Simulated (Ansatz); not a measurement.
# WH+ (septet): from Hartree-Fock to the top rungs, def2-TZVPP

One table from this session's results is given with a row withheld; the runs are named, their logs left out.

Program: Ansatz 0.2.0, Gaussian basis. Level of theory: def2-TZVPP, core rule «outside noble gas», up to 4 orbitals frozen. These are calculated values, not measurements.

To be run: UHF; ROHF; CCSD(T) on UHF.

## The geometry

The geometry is a PBE0/def2-TZVP stationary point (not a proven minimum). No spin-orbit coupling is included. Elements past krypton take def2 core potentials.

2 atoms, charge 1, spin multiplicity 7.

Atoms are counted from 1 here; the program's logs count them from 0.

Bond lengths: W1–H2 2.059 Å.

As a file:

```xyz
2
HW
W     0.0000    0.0000    0.0000
H     0.0000    0.0000    2.0590
```

Set-up of the first run:

Contents of in.yaml:

```yaml
crystal:
  periodic: [false, false, false]
  atoms:
    - {symbol: W, position_ang: [0.000000, 0.000000, 0.000000]}
    - {symbol: H, position_ang: [0.000000, 0.000000, 2.059000]}
basis:
  gaussian: {orbitals: def2-TZVPP}
total_charge: 1
magnetization: {spin_polarized: true, initial_magnetization: 6}
hamiltonian: {xc: hf}
output: {orbitals: {seedname: orbitals}}
```

The run is started by

```console
$ ansatz run in.yaml --threads 1 --pin off --events-out ev --progress --plain --max-ram 3968MiB --backend cpu
```

Among the steps run: UHF; ROHF; CCSD(T) on UHF.

One of the session's tables, all rows but one given; the rest of the session is left out.

| method | from UCCSD(T) (kcal/mol) |
| --- | --- |
| ROHF | +45.78 |
| UHF | ? |
| UMP2 | +6.41 |
| UCCSD | +0.82 |
| UCCSD(T) | 0 |

Estimate the missing values for UHF.

**Answer.** from UCCSD(T) (kcal/mol): +42.68. In the column «from UCCSD(T) (kcal/mol)» it lies between UMP2 (+6.41) and ROHF (+45.78).
